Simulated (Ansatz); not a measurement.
**C₂H₆GeSi: one species, many methods**

An exercise on one series of results from a longer session: the logs are not shown, and one member is left open.

Method: functionals in def2-TZVPP, the program's frozen cores in correlated methods; program: Ansatz 0.2.0, Gaussian basis.

The runs, in order: LDA (SPW92), PBE-D4, revPBE-D4, BLYP-D4, r2SCAN-D4, B97M-V, PBE0-D4, B3LYP-D4, r2SCANh-D4, r2SCAN0-D4, HSE06-D4, BHLYP-D4, CAM-B3LYP-D4, LC-ωPBE, ωB97X-V, ωB97M-V, B2PLYP, PBE-QIDH; CCSD(T)/def2-SVP; CCSD(T)/def2-TZVPP; MP2/def2-QZVPP; extrapolation to the limit; RPA on PBE.

**The geometry**

An earlier PBE0-D4 in a triple-zeta def2 set relaxation fixed the geometry.

SMILES `[SiH3]C#[C][GeH3]`, 10 atoms, charge 0, spin multiplicity 1.

Atoms are counted from 1 here; the program's logs count them from 0.

Bond lengths: Si1–C2 1.823 Å, Si1–H5 1.484 Å, Si1–H6 1.484 Å, Si1–H7 1.484 Å, C2–C3 1.213 Å, C3–Ge4 1.902 Å, Ge4–H8 1.533 Å, Ge4–H9 1.533 Å, Ge4–H10 1.533 Å. Angles: C2–Si1–H5 109.4°, C2–Si1–H6 109.4°, C2–Si1–H7 109.3°, H5–Si1–H6 109.6°, H5–Si1–H7 109.6°, H6–Si1–H7 109.6°, Si1–C2–C3 179.9°, C2–C3–Ge4 179.8°, C3–Ge4–H8 108.6°, C3–Ge4–H9 108.6°, C3–Ge4–H10 108.5°, H8–Ge4–H9 110.4°, H8–Ge4–H10 110.4°, H9–Ge4–H10 110.4°.

As a file:

```
Si   -1.1955    1.6645   -1.3468
C    -0.3075    0.4254   -0.3469
C     0.2857   -0.3987    0.3174
Ge    1.2209   -1.6871    1.3573
H    -2.0052    0.9742   -2.3807
H    -2.0864    2.4606   -0.4673
H    -0.2130    2.5623   -2.0025
H     0.7559   -3.0858    0.9369
H     0.9054   -1.4425    2.8372
H     2.7229   -1.5241    1.0982
```

The first run:

File in.yaml:

```yaml
crystal:
  periodic: [false, false, false]
  atoms:
    - {symbol: Si, position_ang: [-1.195462, 1.664498, -1.346818]}
    - {symbol: C, position_ang: [-0.307495, 0.425381, -0.346914]}
    - {symbol: C, position_ang: [0.285719, -0.398714, 0.317392]}
    - {symbol: Ge, position_ang: [1.220909, -1.687097, 1.357329]}
    - {symbol: H, position_ang: [-2.005245, 0.974227, -2.380688]}
    - {symbol: H, position_ang: [-2.086352, 2.460623, -0.467262]}
    - {symbol: H, position_ang: [-0.212986, 2.562255, -2.002524]}
    - {symbol: H, position_ang: [0.755857, -3.085839, 0.936943]}
    - {symbol: H, position_ang: [0.905398, -1.442516, 2.837231]}
    - {symbol: H, position_ang: [2.722857, -1.524118, 1.098212]}
basis:
  gaussian: {orbitals: def2-TZVPP}
hamiltonian: {xc: lda}
output: {orbitals: {seedname: orbitals}}
```

Steps of the session up to this table: LDA; PBE-D4 (GGA); revPBE-D4 (GGA); BLYP-D4 (GGA); r2SCAN-D4 (meta-GGA); B97M-V (meta-GGA); PBE0-D4 (hybrid); B3LYP-D4 (hybrid); r2SCANh-D4 (hybrid); r2SCAN0-D4 (hybrid); HSE06-D4 (hybrid); BHLYP-D4 (hybrid); CAM-B3LYP-D4 (range-separated); LC-ωPBE-D4 (range-separated; the results give it without D4); ωB97X-V (range-separated); ωB97M-V (range-separated); B2PLYP (double hybrid); PBE-QIDH (double hybrid).

One table of the session follows, with a row left open; its other results are not shown here.

It belongs to the step «Orbital energies across the functionals». 

```
  functional  HOMO (eV)  gap (eV)
 LDA (SPW92)      -7.03      5.51
      PBE-D4      -6.91      5.56
   revPBE-D4      -6.86      5.58
     BLYP-D4      -6.74      5.55
   r2SCAN-D4      -7.16      6.00
      B97M-V      -7.22      5.99
     PBE0-D4      -8.09      7.64
    B3LYP-D4          ?         ?
  r2SCANh-D4      -7.60      6.76
  r2SCAN0-D4      -8.26      7.91
    HSE06-D4      -7.69      6.86
    BHLYP-D4      -9.11      9.68
CAM-B3LYP-D4      -9.40     10.08
     LC-ωPBE     -10.82     12.60
     ωB97X-V     -10.43     12.11
     ωB97M-V     -10.29     11.83
```

Q: Estimate the row for B3LYP-D4 from the others.

Worked estimate for «HOMO (eV)». Against the share of exact exchange, BLYP-D4 (0, -6.74), BHLYP-D4 (0.5, -9.11) give a slope of -4.74 per unit share; at 0.2 the line stands at -7.69.

The run gave: HOMO (eV): -7.84; gap (eV): 7.21. In «HOMO (eV)» the line misses by +0.15.
